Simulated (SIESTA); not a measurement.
PdAu3 under changes of volume

One of the cells (17.206 Å³/atom); the others are scaled copies at fixed shape and fractional positions:

```
Au Pd
1.0
     4.09804    0.00000    0.00000
     0.00000    4.09804    0.00000
     0.00000    0.00000    4.09804
Au Pd
3 1
Direct
  0.50000 0.50000 0.00000
  0.50000 0.00000 0.50000
  0.00000 0.50000 0.50000
  0.00000 0.00000 0.00000
```

The cell comes from a database or a generator and needn't be the stable form of this composition.

- Program: SIESTA 5.4.2
- Functional: PBEsol
- Potentials or basis: PseudoDojo 0.4 standard (PBEsol files)
- Basis: DZP (energy shift 0.003 Ry; two zetas on semicore shells)
- Grid cutoff: 800 Ry
- Energy shift: 0.003 Ry
- k mesh: 7 × 7 × 7
- Occupations: fermi-dirac, width 0.05 eV
- Spin: no spin polarisation

```csv
volume (Å³/atom),energy over the lowest point (meV/atom),pressure (GPa)
15.856,?,?
16.194,2.01,2.7
16.531,0.00,-0.7
17.206,17.50,-7.2
17.543,35.14,-9.4
17.880,57.47,-11.7
```

Problem. What does the run at 15.856 Å³/atom give?

Solution. Energy over the lowest point 12.16 meV/atom; pressure 7.0 GPa.

Worked out: A Birch-Murnaghan fit of order 3 (a polynomial in V^(-2/3)) to the other rows has its minimum at 16.45 Å³/atom with B0 = V·E''(V) = 181 GPa and B' = 6.2. It gives 12.81 meV/atom at 15.856 Å³/atom, against the run's 12.16, and -dE/dV = 7.4 GPa, against 7.0.

Energies are extrapolated to zero smearing.

Caveats: short orbitals over semicore shells can move pressures by several GPa; the basis of atomic orbitals isn't converged, which shifts pressures, moduli and gaps.
